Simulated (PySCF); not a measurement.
**DyOCl: other functionals and bases at one geometry**

How far do other levels of theory move the description of DyOCl, and what does each cost? The structure is generated, not taken from experiment.

Program: PySCF 2.14.0. Level of theory: several levels, as the steps say, no spin–orbit coupling. These are calculated values, not measurements.

1 further run of the same task is left out (for a known fault of the program).

## Step 1: The starting structure

3 atoms, charge 0, spin multiplicity 1.

Bond lengths: Dy1–O2 1.813 Å, Dy1–Cl3 2.516 Å. Angles: O2–Dy1–Cl3 115.6°.

As a file:

```
Dy    0.2432    0.0000   -0.3887
O     1.7476    0.0000    0.6236
Cl   -1.9265    0.0000    0.8855
```

Formal oxidation states: Dy +3. Each metal's 9 4f electrons lie in its core potential, so multiplicities, spins and levels count the valence alone. An earlier session relaxed this geometry at PBE0, Dy lcecp-1-SVP with ECP55, O def2-SVP, Cl def2-SVP (singlet, point group Cs).

At PBE0 on the finer grid: E = -572.158131 Eh, HOMO -7.02 eV, LUMO -2.56 eV, Mulliken charge on Dy1 +0.81 e, largest force component 0.011 eV/Å. 

Levels to run: B3LYP; TPSS; PBE0, TZVP. Hardware: 2 threads of Arm Neoverse V1, shared host.

## Step 2: B3LYP

run.py (the lines that set the calculation) reads:

```python
mol = gto.M(atom='''
Dy     0.24324     0.00000    -0.38866
O      1.74758     0.00000     0.62362
Cl    -1.92654     0.00000     0.88555''',
    basis={'Dy': 'lcecp-1-SVP', 'O': 'def2-SVP', 'Cl': 'def2-SVP'},
    ecp={'Dy': 'lcecp-1-SVP'},
    charge=0, spin=0)
mf = dft.RKS(mol, xc='B3LYP')
mf.grids.atom_grid = (75, 302)  # f atoms: unpruned, at least (60, 302)
mf = mf.density_fit()  # fitting sets: Dy AutoAux, O def2-universal-JKFIT, Cl def2-universal-JKFIT
mf.conv_tol = 1e-08; mf.max_cycle = 55
mf.kernel(dm0)  # dm0: the density of the relaxed state
```

The run is started by

```
> OMP_NUM_THREADS=2 python run.py
```

## Step 3: TPSS

Changes to run.py (the lines that set the calculation) since step 2:

```diff
@@ -7,3 +7,3 @@
     charge=0, spin=0)
-mf = dft.RKS(mol, xc='B3LYP')
+mf = dft.RKS(mol, xc='TPSS')
 mf.grids.atom_grid = (75, 302)  # f atoms: unpruned, at least (60, 302)
```

## Step 4: PBE0, TZVP

Basis: Dy lcecp-1-TZVP with ECP55, O def2-TZVP, Cl def2-TZVP. 

run.py (the lines that set the calculation) reads:

```python
mol = gto.M(atom='''
Dy     0.24324     0.00000    -0.38866
O      1.74758     0.00000     0.62362
Cl    -1.92654     0.00000     0.88555''',
    basis={'Dy': 'lcecp-1-TZVP', 'O': 'def2-TZVP', 'Cl': 'def2-TZVP'},
    ecp={'Dy': 'lcecp-1-TZVP'},
    charge=0, spin=0)
mf = dft.RKS(mol, xc='PBE0')
mf.grids.atom_grid = (75, 302)  # f atoms: unpruned, at least (60, 302)
mf = mf.density_fit()  # fitting sets: Dy AutoAux, O def2-universal-JKFIT, Cl def2-universal-JKFIT
mf.conv_tol = 1e-08; mf.max_cycle = 55
mf.kernel(dm0)  # dm0: free metal ions and neutral atoms
```

**Question.** What will these runs give? Wanted: for each run, HOMO; gap; charge on Dy1; dipole; largest force.

As calculated:

| level | state | HOMO (eV) | gap (eV) | charge on Dy1 (e) | dipole (D) | largest force (eV/Å) | basis functions | time |
| --- | --- | --- | --- | --- | --- | --- | --- | --- |
| PBE0 (relaxed here) | singlet | -7.02 | 4.46 | 0.81 | 7.47 | 0.01 | 65 | 3.5 s |
| B3LYP | singlet | -6.74 | 3.86 | 0.75 | 7.32 | 0.49 | 65 | 1.7 s |
| TPSS | singlet | -5.62 | 2.64 | 0.76 | 7.15 | 0.83 | 65 | 2.7 s |
| PBE0, TZVP | singlet | -7.01 | 4.46 | 1.22 | 7.70 | 0.14 | 115 | 5.7 s |

Times are on 2 threads of Arm Neoverse V1, shared host; the first row also made further properties.

In one basis the HOMO–LUMO gap runs from 2.64 eV (TPSS) to 4.46 eV (PBE0). The largest leftover force, 0.83 eV/Å with TPSS, stands at a geometry relaxed at another level. The Mulliken charge on Dy spans +0.75 to +1.22 e over the levels. With 4f in the core, its levels are missing from HOMO and gap. Total energies of different levels can't be compared. Spin–orbit coupling is left out throughout.
